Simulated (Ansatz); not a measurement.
This script drives Ansatz 0.2.0, Python API.

Script `alloy_li.py`:
```python
"""Mixing of Li and Ta on the bcc lattice, after relaxing atoms and volume at fixed cell shape."""

from collections import Counter

import ansatz as az
import numpy as np


def bcc(first, a):
    return (
        az.Lattice.bcc(a)
        .space_group(229)
        .atom(first, (0, 0, 0))
        .primitive()
    )

A_FIRST, A_LAST = 3.51, 3.3


def ground_state(name, crystal):
    calc = (
        crystal.calculation()
        .functional("pbe")
        .basis(520)
        .kpoints(spacing=0.15)
        .occupations("cold", width=0.1)
        .band_table()
    )
    calc = calc.relax(force_tolerance=0.01, max_steps=60, fix_cell=["shape"])
    return calc.run(threads=1)


def volume_per_atom(outcome):
    return abs(np.linalg.det(outcome.lattice.cell_ang)) / len(outcome.lattice.sites)


def counts(outcome):
    return Counter(site.symbol for site in outcome.lattice.sites)


def main() -> None:
    # ordered cells: the first k mixed sites take the second element
    phases = {}
    for k in range(2 + 1):
        a = A_FIRST + (A_LAST - A_FIRST) * k / 2
        cell = bcc("Li", a).conventional().resolved()
        sites = [site.position for site in cell.sites if site.symbol == "Li"]
        for position in sites[:k]:
            cell = cell.substitution("Ta", at=position, replaces="Li")
        phases[f"Li{2 - k}Ta{k}"] = cell.resolved()

    done = {}
    for name, crystal in phases.items():
        done[name] = ground_state(name, crystal)
        print(f"{name}: {done[name].report['energy_sigma0_ev']:.4f} eV, {len(done[name].lattice.sites)} atoms")

    # mixing quantities against the straight line between the end members, both on this lattice
    x = {name: counts(o)["Ta"] / (counts(o)["Li"] + counts(o)["Ta"]) for name, o in done.items()}
    first, last = min(x, key=x.get), max(x, key=x.get)
    energy = {name: o.report["energy_sigma0_ev"] / len(o.lattice.sites) for name, o in done.items()}
    volume = {name: volume_per_atom(o) for name, o in done.items()}
    rows = []
    for name in sorted(done, key=x.get):
        line = lambda table: (1 - x[name]) * table[first] + x[name] * table[last]
        rows.append((name, x[name], 1000 * (energy[name] - line(energy)), volume[name], 100 * (volume[name] / line(volume) - 1)))
    print("      cell       x(Ta)  E_mix (meV/atom)  V (A^3/atom)  excess V (%)")
    for row in rows:
        print(f"{str(row[0]):>10}  {row[1]:10.3f}  {row[2]:+16.1f}  {row[3]:12.3f}  {row[4]:+12.2f}")


if __name__ == "__main__":
    main()
```

It is started by `python alloy_li.py`. Estimate its wall time and peak memory on 1 thread of Intel(R) Xeon(R) 6975P-C (Granite Rapids), with other jobs on the host.

It took about 22 s, with a peak of 0.5 GiB, for 3 runs of the engine.

```console
$ python alloy_li.py
Li2Ta0: -409.3710 eV, 2 atoms
Li1Ta1: -10135.5925 eV, 2 atoms
Li0Ta2: -19864.5007 eV, 2 atoms
      cell       x(Ta)  E_mix (meV/atom)  V (A^3/atom)  excess V (%)
    Li2Ta0       0.000              +0.0        20.228         +0.00
    Li1Ta1       0.500            +671.7        15.047        -21.90
    Li0Ta2       1.000              +0.0        18.302         +0.00
```

Mixing energies: +672 meV an atom at x(Ta) = 0.50 (volume -21.9 % off the straight line). All are positive, so the end members on this lattice are favoured over these cells.

Reading the output:
- Absolute energies stand on the zero of these potentials, so only differences at equal settings mean something.
- Spin is left out of this run.
- Atoms and volume are relaxed with the cell's shape held, which in cells of lower than cubic symmetry can hide stresses and shift volumes.
- Spin-orbit coupling, which matters for elements this heavy, is left out.
- These are small ordered cells, with both end members on the same lattice, which need not be their own; they aren't random solutions. Differences under 10 to 15 meV an atom lie within the error of mesh and functional.
- The cells are prototypes set up for this calculation and needn't exist.
